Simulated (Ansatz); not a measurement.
Write the native input for Ansatz 0.2.0 that does the following.

| Item | Value |
| --- | --- |
| Task | band structure |
| Functional | LDA |
| Potentials or basis | all-electron LAPW, scalar-relativistic |
| Cutoff | 233 eV (chosen from the basis error) |
| Basis error allowed | 0.001 eV/atom |
| k mesh | 8 × 8 × 7 |
| Occupations | fermi-dirac, width 0.05 eV |
| Spin | no spin polarisation |

NbTe:

```xyz
2
Lattice="3.7030 0.0000 0.0000 -1.8515 3.2069 0.0000 0.0000 0.0000 3.6942" Properties=species:S:1:pos:R:3 pbc="T T T"
Te    1.8515    1.0690    0.0000
Nb    0.0000    0.0000    1.8471
```

The cell comes from a database or a generator and needn't be the stable form of this composition.

These files were run (other wordings do the same):

input.yaml

```yaml
crystal:
  lattice:
    - [3.7029743866, 0.0, 0.0]
    - [-1.8514871933, 3.2068698884, 0.0]
    - [0.0, 0.0, 3.694211]
  atoms:
    - { symbol: Te, position: [0.6666666667, 0.3333333333, 0.0] }
    - { symbol: Nb, position: [0.0, 0.0, 0.5] }
kpoints:
  mp_grid: { grid: [8, 8, 7] }
  band_path:
    path:
      - [0.0, 0.0, 0.0]
      - [0.5, 0.0, 0.0]
      - [0.3333333333, 0.3333333333, 0.0]
      - [0.0, 0.0, 0.0]
      - [0.0, 0.0, 0.5]
      - [0.5, 0.0, 0.5]
      - [0.3333333333, 0.3333333333, 0.5]
      - [0.0, 0.0, 0.5]
    npoints: 10
scf:
  occupations: { method: fermi_dirac, width: 0.05 }
hamiltonian:
  xc: lda
  pseudopotentials: { kind: all_electron, lapw: { basis_error: 0.001 } }
output:
  forces: true
  stress: true
  eigenvalues: true
```

Potentials or basis: all-electron LAPW, scalar-relativistic.

Run with:

```bash
$ ansatz run input.yaml --threads 1 --pin off --max-ram 3072MiB --backend cpu --events-out ev --progress --plain --runs-dir out
```

Results of the run:

```
Pressure                : -7.5 GPa
Band gap along the path : none (metal or under the smearing width)
```

Caveat: spin-orbit coupling is left out, which moves the levels of the heavy elements.

It used 72 s of CPU time on 1 thread of Intel(R) Xeon(R) Processor @ 2.50GHz (Skylake/Cascade Lake), with other jobs on the host, which was overloaded at the time.
